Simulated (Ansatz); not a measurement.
# GeH₄ + AlH₇O₃Si₂: a complex and its separated parts

The complex below is one end of an elementary step. How strongly is it bound against its free parts?

Method: PBE0-D4/def2-TZVP structures, single points in def2-TZVPP, no counterpoise correction; program: Ansatz 0.2.0, Gaussian basis.

Levels: SPW92, PBE-D4, BLYP-D4, r2SCAN-D4, B97M-V, PBE0-D4, B3LYP-D4, r2SCAN0-D4, BHLYP-D4, CAM-B3LYP-D4, wB97X-V, wB97M-V, B2PLYP, PBE-QIDH, RPA on PBE, Hartree-Fock, MP2, CCSD, CCSD(T).

Correlated methods freeze the cores. Filled d shells of the heavier atoms are correlated. B3LYP uses VWN-RPA correlation. B2PLYP carries no dispersion term here.

95 further runs of the same task are left out: 1 that didn't finish, 94 set aside as unsound or not needed.

**1. The starting structure**

The complex: 18 atoms, charge 0, spin multiplicity 1.

Atoms are counted from 1 here; the program's logs count them from 0.

Bond lengths: Ge1–H2 1.527 Å, Ge1–H10 1.566 Å, Ge1–H11 1.533 Å, Ge1–H12 1.525 Å, H3–O4 0.956 Å, O4–Al5 1.698 Å, Al5–O6 1.683 Å, Al5–O8 1.680 Å, O6–Si7 1.621 Å, Si7–H13 1.487 Å, Si7–H14 1.489 Å, Si7–H15 1.488 Å, O8–Si9 1.618 Å, Si9–H16 1.491 Å, Si9–H17 1.488 Å, Si9–H18 1.487 Å. Angles: H2–Ge1–H10 107.1°, H2–Ge1–H11 111.6°, H2–Ge1–H12 113.1°, H10–Ge1–H11 103.7°, H10–Ge1–H12 109.0°, H11–Ge1–H12 111.8°, H3–O4–Al5 121.5°, O4–Al5–O6 120.1°, O4–Al5–O8 117.8°, O6–Al5–O8 120.1°, Al5–O6–Si7 159.1°, O6–Si7–H13 109.7°, O6–Si7–H14 110.4°, O6–Si7–H15 111.1°, H13–Si7–H14 108.5°, H13–Si7–H15 108.6°, H14–Si7–H15 108.5°, Al5–O8–Si9 162.4° and more.

Coordinates:

```mol
AlGeH11O3Si2
  3D, bonds by distance, orders not assigned

 18 16  0  0  0  0  0  0  0  0999 V2000
   -1.8901   -0.2783   -1.8572 Ge  0  0
   -1.9023    0.8622   -2.8727 H   0  0
    1.3811    1.4220   -2.2414 H   0  0
    1.2080    0.5579   -1.8719 O   0  0
    0.7582    0.3619   -0.2466 Al  0  0
    0.6206    1.7052    0.7583 O   0  0
    0.3497    2.5684    2.1031 Si  0  0
    0.8701   -1.1776    0.4164 O   0  0
    0.8727   -2.7868    0.5879 Si  0  0
   -1.2538    0.2830   -0.5409 H   0  0
   -3.3100   -0.6728   -1.4349 H   0  0
   -1.0826   -1.4853   -2.3222 H   0  0
    0.8441    3.9585    1.9150 H   0  0
   -1.1090    2.6224    2.3991 H   0  0
    1.0465    1.9698    3.2740 H   0  0
   -0.4083   -3.3591    0.0829 H   0  0
    1.9923   -3.4044   -0.1724 H   0  0
    1.0129   -3.1469    2.0236 H   0  0
  1  2  8  0
  1 10  8  0
  1 11  8  0
  1 12  8  0
  3  4  8  0
  4  5  8  0
  5  6  8  0
  5  8  8  0
  6  7  8  0
  7 13  8  0
  7 14  8  0
  7 15  8  0
  8  9  8  0
  9 16  8  0
  9 17  8  0
  9 18  8  0
M  END
```

Its parts: GeH₄ holds atoms 1, 2, 10, 11, 12; AlH₇O₃Si₂ holds atoms 3, 4, 5, 6, 7, 8, 9, 13, 14, 15, 16, 17, 18. Each part counts its atoms afresh in its own runs.

**2. Relaxing GeH₄ alone**

Contents of relax-a/in.yaml:

```yaml
crystal:
  periodic: [false, false, false]
  atoms:
    - {symbol: Ge, position_ang: [-1.890056, -0.278323, -1.857153]}
    - {symbol: H, position_ang: [-1.902288, 0.862194, -2.872711]}
    - {symbol: H, position_ang: [-1.253770, 0.283029, -0.540947]}
    - {symbol: H, position_ang: [-3.309965, -0.672843, -1.434925]}
    - {symbol: H, position_ang: [-1.082598, -1.485305, -2.322236]}
basis:
  gaussian: {orbitals: def2-TZVP}
hamiltonian: {xc: pbe0, dispersion: d4}
relax: {f_tol: 0.005, max_steps: 200}
```

Command:

```bash
$ ansatz run in.yaml --threads 4 --pin off --events-out ev --progress --plain --max-ram 66560MiB --backend cpu
```

After this run come: Relaxing AlH₇O₃Si₂ alone; SPW92/def2-TZVPP; PBE-D4/def2-TZVPP; BLYP-D4/def2-TZVPP; r2SCAN-D4/def2-TZVPP; B97M-V/def2-TZVPP; PBE0-D4/def2-TZVPP; B3LYP-D4/def2-TZVPP; r2SCAN0-D4/def2-TZVPP; BHLYP-D4/def2-TZVPP; CAM-B3LYP-D4/def2-TZVPP; wB97X-V/def2-TZVPP; wB97M-V/def2-TZVPP; B2PLYP/def2-TZVPP; PBE-QIDH/def2-TZVPP; RPA on PBE/def2-TZVPP; CCSD(T)/def2-TZVPP; Vibrations of GeH₄; Vibrations of AlH₇O₃Si₂.

Q: Predict the outcome of this session. Wanted: complex less parts, CCSD(T)/def2-TZVPP; with zero-point energy; largest T1 diagnostic.

As calculated:

| quantity | value |
| --- | --- |
| complex less parts, CCSD(T)/def2-TZVPP | -5.4 kcal/mol |
| with zero-point energy | -4.2 kcal/mol |
| largest T1 diagnostic | 0.013 |

What this shows: At CCSD(T) the complex lies 5.4 kcal/mol below its parts. The functionals run from CAM-B3LYP-D4, off by 0.0 kcal/mol, to SPW92, off by -4.1 kcal/mol, against CCSD(T). By rung, the mean size of the error is: LDA 4.1, GGA 0.9, meta-GGA 1.0, hybrid 0.9, range-separated hybrid 0.3, double hybrid 1.6 kcal/mol. PBE-D4 gives a relative energy 1.5 kcal/mol too low, outside chemical accuracy (1 kcal/mol). No counterpoise was applied, and triple zeta lacks some correlation, so the CCSD(T) reference has a basis error of its own, and close matches with it are partly luck.
